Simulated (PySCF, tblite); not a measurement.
# C5H12Si2: geometry, infrared bands and NMR shifts

Wanted: the infrared bands and NMR shifts of C5H12Si2 (`CC#C[SiH2]CC[SiH3]`), by calculation.

Computed with tblite 0.8.0 and PySCF 2.14.0, with density-fitted response routines of our own, on a single molecule in the gas phase. Atoms are numbered from 0 throughout.

## (1) The starting structure

19 atoms, charge 0, multiplicity 1; geometry from: force field or distance geometry start.

Bonds of the start (Å): C0–C1 1.48, C1–C2 1.21, C2–Si3 1.82, Si3–C4 1.86, C4–C5 1.52, C5–Si6 1.87, C0–H7 1.12, C0–H8 1.09, C0–H9 1.11, Si3–H10 1.47, Si3–H11 1.47, C4–H12 1.12, C4–H13 1.11, C5–H14 1.11, C5–H15 1.11, Si6–H16 1.49, Si6–H17 1.45, Si6–H18 1.46.

## (2) Geometry optimisation with GFN2-xTB

The job: settings as JSON, then the geometry in Å.

```
{"job": {"kind": "relax", "xc": "GFN2-xTB", "basis": "xTB"}, "charge": 0, "multiplicity": 1}
C      3.714200     0.974300    -0.129800
C      2.552700     0.076600    -0.306100
C      1.625300    -0.694700    -0.445200
Si     0.231700    -1.842600    -0.694600
C     -1.387900    -0.960100    -0.439300
C     -1.204500     0.351600     0.299100
Si    -2.884300     1.146600     0.471900
H      4.463800     0.817600    -0.945300
H      3.407300     2.019500    -0.177400
H      4.172500     0.761000     0.853500
H      0.350800    -2.958000     0.259700
H      0.228100    -2.387700    -2.064300
H     -2.011900    -1.618600     0.218900
H     -1.849400    -0.782100    -1.428700
H     -0.545800     1.072700    -0.238500
H     -0.792200     0.184300     1.311100
H     -3.824000     0.087600     0.936000
H     -2.924200     2.256200     1.397600
H     -3.332100     1.505100    -0.870900
```

Started as:

```bash
$ OMP_NUM_THREADS=1 python probes_run.py task.json out
```

One launch serves the whole session: the jobs run in the order shown.

**Question.** This job is followed by: GFN2-xTB harmonic vibrations, gas phase; GIAO PBE0/pcSseg-1 NMR shielding, non-relativistic, gas phase. What will the session give for the following? strongest single infrared mode (GFN2-xTB); zero-point energy (GFN2-xTB); 13C shifts against TMS (PBE0/pcSseg-1); 1H shifts against TMS (PBE0/pcSseg-1, means over atoms taken as alike); 29Si shifts against TMS (PBE0/pcSseg-1); surface potential, 1st and 99th percentile.

As calculated:

```
                                                              quantity                             value
                             strongest single infrared mode (GFN2-xTB)             2252 cm⁻¹, 462 km/mol
                                          zero-point energy (GFN2-xTB)                     88.6 kcal/mol
                                13C shifts against TMS (PBE0/pcSseg-1)   114.6, 81.7, 11.4, 6.1, 5.7 ppm
1H shifts against TMS (PBE0/pcSseg-1, means over atoms taken as alike)  4.44, 3.87, 2.11, 0.94, 0.70 ppm
                               29Si shifts against TMS (PBE0/pcSseg-1)                  -63.0, -66.6 ppm
                                 surface potential, 1st and 99th percentile                -0.84 V and 0.95 V
```

**Reading.** Relaxing lowered the energy by 0.306 eV in 131 steps; the close pair that moved most is Si3–C4, from 1.862 to 1.905 Å. All 51 modes are real, so the xTB geometry is a minimum. GFN2-xTB is a fitted tight-binding method: band positions and strengths are rough. Its intensities can rank the bands wrongly. At PBE0/pcSseg-1: The widest tensor belongs to C1: span 292 ppm, with a paramagnetic part of -203 ppm.
